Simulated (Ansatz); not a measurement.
# C3H7AsO: the cost of one run

Computed with the Python package of Ansatz 0.2.0. The levels of theory stand in the script.

### 1 Starting point

Bond lengths: C1–C2 1.459 Å, C2–As3 1.965 Å, C2–C4 1.576 Å, C4–O5 1.185 Å, C1–H6 1.142 Å, C1–H7 1.144 Å, C1–H8 1.088 Å, C2–H9 1.069 Å, As3–H10 1.583 Å, As3–H11 1.540 Å, C4–H12 1.037 Å. Angles (14 of 18 angles, heavy atoms first): C1–C2–As3 109.5°, C1–C2–C4 112.0°, As3–C2–C4 110.2°, C2–C4–O5 117.5°, C1–C2–H9 109.6°, As3–C2–H9 107.1°, C4–C2–H9 108.4°, C2–C1–H6 113.8°, C2–C1–H7 112.4°, C2–C1–H8 113.0°, C2–As3–H10 92.9°, C2–As3–H11 94.3°, C2–C4–H12 118.5°, O5–C4–H12 124.0°.

No structure file is read: the coordinates are typed or built in the script.

### 2 Script

The input, methods_c3h7aso.py:

```python
'''One geometry of C3H7AsO, method by method.'''

from pathlib import Path
import warnings

import ansatz as az
import numpy as np


def main() -> None:
    warnings.simplefilter('ignore', az.DeckWarning)

    system = (
        az.Crystal.molecule()
        .atom('C', [-1.0291, 0.6835, -0.496])
        .atom('C', [0.0934, -0.1924, -0.1783])
        .atom('As', [-0.083, -0.8383, 1.6694])
        .atom('C', [1.4799, 0.5314, -0.3717])
        .atom('O', [1.683, 1.504, 0.2737])
        .atom('H', [-0.9982, 1.1057, -1.5568])
        .atom('H', [-1.0692, 1.605, 0.1815])
        .atom('H', [-1.9935, 0.1882, -0.4075])
        .atom('H', [0.069, -1.0515, -0.8145])
        .atom('H', [1.0278, -1.9491, 1.4709])
        .atom('H', [-1.241, -1.8, 1.3442])
        .atom('H', [2.1379, 0.1584, -1.0808])
    )

    setup = system.calculation().basis(gaussian='def2-SVP')

    print('functional    E (Ha)        dipole (D)   HOMO (eV)  LUMO (eV)')
    for name in ['r2scan', 'revpbe', 'pbe', 'hf', 'blyp']:
        rep = setup.functional(name).forces().orbitals().run(runs_dir='runs').report
        lines = Path(rep['orbitals_path']).read_text().splitlines()
        field_of = lambda key: [line.split('=')[1].strip() for line in lines if line.startswith(key)]
        orbitals = [(27.211386 * float(e), s, float(n)) for e, s, n in zip(field_of('Ene='), field_of('Spin='), field_of('Occup='))]
        homo = max(e for e, _, n in orbitals if n > 0.5)
        lumo = min(e for e, _, n in orbitals if n < 0.5)
        dipole = 4.803205 * np.linalg.norm(rep['charge_distribution']['dipole_moment_e_ang'])
        print(f'{name:10s} {rep["free_energy_ev"] / 27.211386246:14.6f} {dipole:9.3f} {homo:11.3f} {lumo:10.3f}')


if __name__ == '__main__':
    main()
```

### 3 The input behind the calls

The engine receives this input (first run):

```yaml
crystal:
  periodic: [false, false, false]
  atoms:
    - { symbol: C, position_ang: [-1.0291, 0.6835, -0.496] }
    - { symbol: C, position_ang: [0.0934, -0.1924, -0.1783] }
    - { symbol: As, position_ang: [-0.083, -0.8383, 1.6694] }
    - { symbol: C, position_ang: [1.4799, 0.5314, -0.3717] }
    - { symbol: O, position_ang: [1.683, 1.504, 0.2737] }
    - { symbol: H, position_ang: [-0.9982, 1.1057, -1.5568] }
    - { symbol: H, position_ang: [-1.0692, 1.605, 0.1815] }
    - { symbol: H, position_ang: [-1.9935, 0.1882, -0.4075] }
    - { symbol: H, position_ang: [0.069, -1.0515, -0.8145] }
    - { symbol: H, position_ang: [1.0278, -1.9491, 1.4709] }
    - { symbol: H, position_ang: [-1.241, -1.8, 1.3442] }
    - { symbol: H, position_ang: [2.1379, 0.1584, -1.0808] }
basis:
  gaussian:
    orbitals: def2-SVP
hamiltonian:
  xc: r2scan
output:
  orbitals: {}
  forces: true
```

### 4 Running it

Started as:

```bash
python methods_c3h7aso.py
```

**Question.** How long does this script take on 1 thread of Arm Neoverse V2, shared host, and how much memory does it need?

About 24 s, with a peak of 0.36 GiB.
